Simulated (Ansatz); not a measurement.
MnPt2 in Ansatz: the effect of fixed moment

The system is MnPt2.

```
CELL_PARAMETERS angstrom
2.85840 0.00000 0.00000
-1.42920 2.47545 0.00000
0.00000 0.00000 6.53250
ATOMIC_POSITIONS crystal
Pt 0.66667 0.33333 0.31621
Pt 0.33333 0.66667 0.68379
Mn 0.00000 0.00000 0.00000
```

The cell comes from a database or a generator and needn't be the stable form of this composition.

Alike in all runs:

```yaml
Program: Ansatz 0.2.0
Task: single point
Functional: PBEsol
Potentials_or_basis: Ansatz PAW
Cutoff: "420 eV (not typed: the program's choice for these potentials)"
k_mesh: 9 × 9 × 4
Occupations: fermi-dirac, width 0.05 eV
```

| fixed moment | spin | starting moments | energy over the lowest run (meV/atom) | pressure (GPa) | largest force (eV/Å) |
| --- | --- | --- | --- | --- | --- |
| 0 | collinear spin, program default start | - | 258.1 | -25.7 | 0.35 |
| 1 | collinear spin, ferromagnetic start | [0.0, 0.0, 1.0] μB | 217.8 | -23.0 | 0.30 |
| 2 | collinear spin, ferromagnetic start | [0.0, 0.0, 2.0] μB | 138.9 | -19.4 | 0.17 |
| 3 | collinear spin, ferromagnetic start | [0.0, 0.0, 3.0] μB | 56.3 | -15.1 | 0.05 |
| 4 | collinear spin, ferromagnetic start | [0.0, 0.0, 4.0] μB | 0.0 | -11.1 | 0.05 |
| 5 | collinear spin, ferromagnetic start | [0.0, 0.0, 5.0] μB | 6.4 | -7.5 | 0.07 |
| 6 | collinear spin, ferromagnetic start | [0.0, 0.0, 6.0] μB | ? | ? | ? |
| 8 | collinear spin, ferromagnetic start | [0.0, 0.0, 8.0] μB | 1362.1 | 14.6 | 1.46 |

Question: What does the run with fixed moment 6 give?

Answer: Energy over the lowest run 219.6 meV/atom; pressure -2.5 GPa; largest force 0.30 eV/Å.

Worked out: A parabola through the other rows of the energy over the lowest run, of slope 317 meV/atom per unit of fixed moment there, gives 464.1 meV/atom, against the run's 219.6. A parabola through the other rows of the pressure, of slope 6.41 GPa per unit of fixed moment there, gives 0.0 GPa, against the run's -2.5. A parabola through the other rows of the largest force, of slope 0.335 eV/Å per unit of fixed moment there, gives 0.52 eV/Å, against the run's 0.30.

Caveats: the total moment is fixed, so each spin has its own Fermi level; the PAW data sets come from PBE, with cores solved anew for the run's functional, which leaves a small shift of forces and pressure; the thresholds are loose for stress; forces of over 1 eV/Å show positions far from the minimum, so gaps and moduli don't describe the material at rest (some runs).
